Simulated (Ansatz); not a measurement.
# C: the cost of one run

All numbers are computed with the Python package of Ansatz 0.2.0. Level of theory: DFT r2SCAN, plane waves, PAW.

## 1. Starting point

Symmetry: Cmmm, No. 65, orthorhombic system. Conventional cell: a = 4.230 Å, b = 8.719 Å, c = 2.500 Å, α = 90.00°, β = 90.00°, γ = 90.00°. Around C (site symmetry m) lie 4 C at 1.52 to 1.57 Å. C (site symmetry m) is surrounded by 4 C at 1.52 to 1.56 Å.

c.cif, read by the script:

```cif
data_C
_cell_length_a 4.845381
_cell_length_b 4.845381
_cell_length_c 2.499596
_cell_angle_alpha 90.00000
_cell_angle_beta 90.00000
_cell_angle_gamma 128.23312
_symmetry_space_group_name_H-M 'P 1'
_symmetry_Int_Tables_number 1
loop_
_symmetry_equiv_pos_as_xyz
'x, y, z'
loop_
_atom_site_label
_atom_site_type_symbol
_atom_site_fract_x
_atom_site_fract_y
_atom_site_fract_z
C1 C    0.648215    0.981391    0.000000
C2 C    0.351785    0.018609    0.000000
C3 C    0.018609    0.351785    0.000000
C4 C    0.981391    0.648215    0.000000
C5 C    0.404729    0.226375    0.500000
C6 C    0.595271    0.773625    0.500000
C7 C    0.773625    0.595271    0.500000
C8 C    0.226375    0.404729    0.500000
```

## 2. Script

File vcrelax_c.py:

```python
# -*- coding: utf-8 -*-
"""Cell relaxation of C."""

import warnings

import ansatz as az
from ase import Atoms
from ase.io import read
from ase.neighborlist import neighbor_list
import matplotlib.pyplot as plt
import numpy as np

def edges_and_angles(cell):
    cell = np.asarray(cell)
    a, b, c = np.linalg.norm(cell, axis=1)
    cosines = cell[1] @ cell[2] / (b * c), cell[0] @ cell[2] / (a * c), cell[0] @ cell[1] / (a * b)
    return (a, b, c, *np.degrees(np.arccos(cosines)))

warnings.simplefilter("ignore", az.DeckWarning)

atoms = read("c.cif")
material = az.Crystal.from_ase(atoms)

# shape and ions at fixed volume
model = material.calculation()
model = model.occupations("cold", width=0.1)
model = model.kpoints(6, 6, 8).functional("r2SCAN")
model = model.relax(fix_cell=["volume"])
steps = []


def collect(event):
    if event["event"] == "relax_step":
        steps.append(event["data"])


outcome = model.session().plan().execute(on_event=collect)
summary = outcome.report
for s in steps:
    flag = "" if s["accepted"] else "  (rejected)"
    print("step %2d  E = %.5f eV  largest force component = %.4f eV/A%s" % (s["step"], s["lagrangian_ev"], s["allowed_force_max_ev_ang"], flag))

first, last = steps[0], steps[-1]
symbols = [site.symbol for site in outcome.lattice.sites]
print(f"energy gained {first['lagrangian_ev'] - last['lagrangian_ev']:.4f} eV in {len(steps) - 1} steps")
for label, vectors in (("before", first["cell_ang"]), ("after", outcome.lattice.cell_ang)):
    print(label, "a b c (A) {:.4f} {:.4f} {:.4f}  angles {:.2f} {:.2f} {:.2f}".format(*edges_and_angles(vectors)), f" V = {abs(np.linalg.det(vectors)):.3f} A^3")
print("final stress xx yy zz (GPa, compression positive):", np.round(np.diag(summary["stress_gpa"]), 3) + 0.0)

print("atom   start x y z (A)              end x y z (A)")
for symbol, a, b in zip(symbols, first["positions_ang"], last["positions_ang"]):
    print(f"{symbol:3s}", " ".join(f"{v:8.4f}" for v in a), "  ", " ".join(f"{v:8.4f}" for v in b))

fig, (top, bottom) = plt.subplots(2, 1, sharex=True, figsize=(4.5, 4))
top.plot([s["lagrangian_ev"] - last["lagrangian_ev"] for s in steps], "o-")
top.set_ylabel("E - E(final) (eV)")
bottom.semilogy([max(s["allowed_force_max_ev_ang"], 1e-6) for s in steps], "s-")
bottom.set(xlabel="step", ylabel="largest force (eV/A)")
fig.tight_layout()
fig.savefig("relax.png", dpi=100)

final = Atoms(symbols, positions=last["positions_ang"], cell=outcome.lattice.cell_ang, pbc=True)
i, j, d = neighbor_list("ijd", final, 4.5)
print("neighbours within 1.2 times the shortest distance of each atom (A)")
for atom in range(len(final)):
    near = [m for m in np.argsort(d) if i[m] == atom]
    shell = [m for m in near if d[m] < 1.2 * d[near[0]]]
    print(f"{symbols[atom]}{atom} ({len(shell)}):", ", ".join(f"{symbols[j[m]]} {d[m]:.3f}" for m in shell))

print(f"free energy      {summary['free_energy_ev']:.5f} eV")
print(f"per atom         {summary['free_energy_ev'] / len(outcome.lattice.sites):.5f} eV")
print(f"SCF iterations   {summary['n_iterations']}  (converged: {summary['converged']})")

print(model.to_yaml())
```

## 3. Running it

Launch:

```
python vcrelax_c.py
```

Q: Estimate wall time and peak memory on 1 thread of Arm Neoverse V2, shared host.

About 28 s, with a peak of 0.62 GiB.
